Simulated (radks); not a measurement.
# Lu⁻ inside a hard spherical wall

An exercise on one series of results from a longer session: the logs are not shown, and one member is left open.

Program: radks (a radial shooting solver on a logarithmic mesh, Libxc functionals) version 1. Level of theory: scalar-relativistic Kohn-Sham, LDA (Slater exchange, Perdew-Wang correlation), spin-polarised, spherical densities, finite nucleus; open shells are filled with parallel spins first. These are calculated values, not measurements, unless marked.

### The system

```
element            : lutetium (Z = 71)
charge             : -1
electrons          : 72
configuration      : [Xe] 4f14 5d2 6s2
nuclear rms radius : 5.37 fm
```

The outer shells:

Lu⁻
```
[Xe] core
4f [↑↓][↑↓][↑↓][↑↓][↑↓][↑↓][↑↓]
5d [↑ ][↑ ][  ][  ][  ]
6s [↑↓]
```

The first run:

Settings of this run:

```text
Z 71
configuration [Xe] 4f14 5d2 6s2 6p0 7s0 5f0
relativity scalar-relativistic
functional lda,pw
spin polarised
nucleus finite rms 5.37 fm
wall 20 bohr
c 137.035999084
```

Among the steps run: Wall at 20 bohr; Wall at 15 bohr; Wall at 8 bohr; Wall at 7 bohr; Wall at 4 bohr; Wall at 3.5 bohr; Wall at 2.5 bohr.

One table of the session follows, with a row left open; its other results are not shown here.

| R (bohr) | E − E(widest) (eV) | ε(6p, empty) (eV) | ε(7s, empty) (eV) | ε(5d) (eV) | ε(5f, empty) (eV) |
| --- | --- | --- | --- | --- | --- |
| 20 | 0.000 | 1.336 | 1.490 | 1.693 | 2.542 |
| 15 | ? | ? | ? | ? | ? |
| 8 | 1.689 | 4.484 | 9.640 | 4.657 | 11.003 |
| 7 | 3.019 | 5.989 | 13.714 | 5.804 | 13.820 |
| 4 | 31.548 | 26.520 | 64.171 | 16.987 | 38.477 |
| 3.5 | 54.496 | 39.376 | 93.131 | 22.658 | 49.738 |
| 2.5 | 224.91 | 109.84 | 238.86 | 51.692 | 99.097 |

**Question.** Estimate the row for R (bohr) = 15.

Worked estimate for «E − E(widest) (eV)». A straight line through the neighbours (20, 0.000) and (8, 1.689) gives 0.000 + (1.689 − 0.000) × (15 − 20) / (8 − 20) = 0.704; a parabola fitted to 3 rows on both sides gives -2.498.

**Answer.** E − E(widest) (eV): 0.161; ε(6p, empty) (eV): 1.843; ε(7s, empty) (eV): 2.462; ε(5d) (eV): 2.301; ε(5f, empty) (eV): 4.109. In «E − E(widest) (eV)» the line misses by +0.543 and the parabola by -2.659. Between these rows the values bend or scatter more than so simple an estimate can follow.

In words: Eigenvalues are for spin up. From R = 20 bohr inwards the highest occupied level lies above zero, in an anion first from self-interaction, then from the wall. Shells are not refilled when levels cross, and a hard wall is a model, not a crystal.
